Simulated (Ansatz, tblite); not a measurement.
# C₁₆H₈: one state, many levels

The task here is to estimate one member of a computed series from the others.

The runs use Ansatz 0.2.0, Gaussian basis; as each input shows.

The runs, in order: GFN1-xTB, GFN2-xTB, PBE-D4/def2-TZVP, r2SCAN-D4/def2-TZVP, PBE-D4/def2-SVP, PBE0-D4/def2-SVP, HF/STO-3G, HF/6-31G, B3LYP-D4/6-31G, MP2/def2-SVP.

4 further runs of the same task are left out: 4 that didn't finish. Runs told in other sessions of the task aren't counted.

### The relaxed structure

The singlet was relaxed beforehand with r2SCAN-D4/def2-SVP.

SMILES `C1#CC=CC#CC=CC#CC=CC#CC=C1`, 24 atoms, charge 0, spin multiplicity 1.

Bond lengths: C1–C2 1.229 Å, C1–C16 1.405 Å, C2–C3 1.405 Å, C3–C4 1.367 Å, C3–H17 1.098 Å, C4–C5 1.405 Å, C4–H18 1.098 Å, C5–C6 1.229 Å, C6–C7 1.405 Å, C7–C8 1.367 Å, C7–H19 1.098 Å, C8–C9 1.405 Å, C8–H20 1.098 Å, C9–C10 1.229 Å, C10–C11 1.405 Å, C11–C12 1.367 Å, C11–H21 1.097 Å, C12–C13 1.405 Å and more. Angles: C2–C1–C16 176.8°, C1–C2–C3 176.8°, C2–C3–C4 125.7°, C2–C3–H17 116.6°, C4–C3–H17 117.6°, C3–C4–C5 125.7°, C3–C4–H18 117.6°, C5–C4–H18 116.6°, C4–C5–C6 176.8°, C5–C6–C7 176.8°, C6–C7–C8 125.7°, C6–C7–H19 116.6°, C8–C7–H19 117.6°, C7–C8–C9 125.7°, C7–C8–H20 117.6°, C9–C8–H20 116.6°, C8–C9–C10 176.8°, C9–C10–C11 176.8° and more.

Coordinates:

```xyz
24
charge 0, multiplicity 1
C     2.58690   -0.29752   -0.86007
C     2.24436   -1.45178   -0.61279
C     1.91031   -2.79651   -0.37796
C     0.94124   -3.24002    0.47831
C     0.11264   -2.42740    1.27082
C    -0.63945   -1.77411    1.99081
C    -1.48247   -1.07694    2.87300
C    -2.26087   -0.00063    2.54950
C    -2.35183    0.59346    1.27915
C    -2.47921    1.15587    0.19366
C    -2.70297    1.79805   -1.03618
C    -1.73395    2.24149   -1.89253
C    -0.34763    2.13135   -1.69003
C     0.87426    2.06986   -1.57172
C     2.27506    2.07537   -1.45880
C     3.05363    0.99917   -1.13534
H     2.49903   -3.55097   -0.91529
H     0.80823   -4.32480    0.57871
H    -1.53224   -1.44965    3.90407
H    -2.89030    0.42828    3.33966
H    -3.74934    1.97608   -1.31533
H    -2.05863    2.74976   -2.80945
H     2.78240    3.02464   -1.67325
H     4.14081    1.14693   -1.10895
```

PBE0-D4/def2-TZVP was run before; its log isn't repeated, and its numbers join the tables.

Set-up of the first run:

Tight binding, by tblite at 300 K electronic temperature and without a spin-polarisation term:

```python
tblite.interface.Calculator('GFN1-xTB', numbers, positions, charge=0, uhf=0).singlepoint()
```

Tight binding, by tblite at 300 K electronic temperature and without a spin-polarisation term:

```python
tblite.interface.Calculator('GFN2-xTB', numbers, positions, charge=0, uhf=0).singlepoint()
```

start.molden holds the orbitals of an earlier run on this state, given as this run's starting guess.

in.yaml

```yaml
crystal:
  periodic: [false, false, false]
  atoms:
    - {symbol: C, position_ang: [2.586904, -0.297525, -0.860072]}
    - {symbol: C, position_ang: [2.244364, -1.451780, -0.612790]}
    - {symbol: C, position_ang: [1.910314, -2.796512, -0.377965]}
    - {symbol: C, position_ang: [0.941243, -3.240021, 0.478313]}
    - {symbol: C, position_ang: [0.112637, -2.427401, 1.270823]}
    - {symbol: C, position_ang: [-0.639446, -1.774106, 1.990806]}
    - {symbol: C, position_ang: [-1.482471, -1.076937, 2.872996]}
    - {symbol: C, position_ang: [-2.260869, -0.000627, 2.549497]}
    - {symbol: C, position_ang: [-2.351835, 0.593462, 1.279148]}
    - {symbol: C, position_ang: [-2.479209, 1.155872, 0.193664]}
    - {symbol: C, position_ang: [-2.702970, 1.798051, -1.036182]}
    - {symbol: C, position_ang: [-1.733947, 2.241492, -1.892532]}
    - {symbol: C, position_ang: [-0.347630, 2.131352, -1.690035]}
    - {symbol: C, position_ang: [0.874261, 2.069863, -1.571723]}
    - {symbol: C, position_ang: [2.275059, 2.075368, -1.458802]}
    - {symbol: C, position_ang: [3.053627, 0.999169, -1.135344]}
    - {symbol: H, position_ang: [2.499026, -3.550974, -0.915286]}
    - {symbol: H, position_ang: [0.808230, -4.324796, 0.578713]}
    - {symbol: H, position_ang: [-1.532242, -1.449648, 3.904072]}
    - {symbol: H, position_ang: [-2.890304, 0.428281, 3.339660]}
    - {symbol: H, position_ang: [-3.749336, 1.976082, -1.315328]}
    - {symbol: H, position_ang: [-2.058628, 2.749762, -2.809454]}
    - {symbol: H, position_ang: [2.782397, 3.024644, -1.673249]}
    - {symbol: H, position_ang: [4.140814, 1.146928, -1.108950]}
basis:
  gaussian: {orbitals: def2-TZVP, initial_orbitals: start.molden}
hamiltonian: {xc: pbe, dispersion: d4}
scf: {omitted_lower_state_checks: [starts]}
output: {forces: true, orbitals: {seedname: orbitals}}
```

Run with:

```sh
$ ansatz run in.yaml --threads 4 --pin off --events-out ev --progress --plain --max-ram 6963MiB
```

Steps of the session up to this table: PBE-D4/def2-TZVP; r2SCAN-D4/def2-TZVP; PBE-D4/def2-SVP; PBE0-D4/def2-SVP; HF/STO-3G; HF/6-31G; B3LYP-D4/6-31G; MP2/def2-SVP.

One table of the session follows, with a row left open; its other results are not shown here.

It belongs to the step «Binding energy». 

| level | binding an atom (eV) |
| --- | --- |
| HF/STO-3G | 4.285 |
| HF/6-31G | 3.631 |
| HF/def2-SVP | 3.932 |
| PBE-D4/def2-SVP | 5.699 |
| PBE-D4/def2-TZVP | ? |
| r2SCAN-D4/def2-TZVP | 5.397 |
| B3LYP-D4/6-31G | 5.248 |
| PBE0-D4/def2-SVP | 5.536 |
| PBE0-D4/def2-TZVP | 5.452 |
| MP2/def2-SVP | 5.322 |

Q: Estimate the row for PBE-D4/def2-TZVP from the others.

**Answer.** binding an atom (eV): 5.619. In the column «binding an atom (eV)» it lies between PBE0-D4/def2-SVP (5.536) and PBE-D4/def2-SVP (5.699).

Limits of these values: Free atoms were run apart at each level; binding is atoms less cluster, divided by the number of atoms, without zero-point or spin-orbit terms.
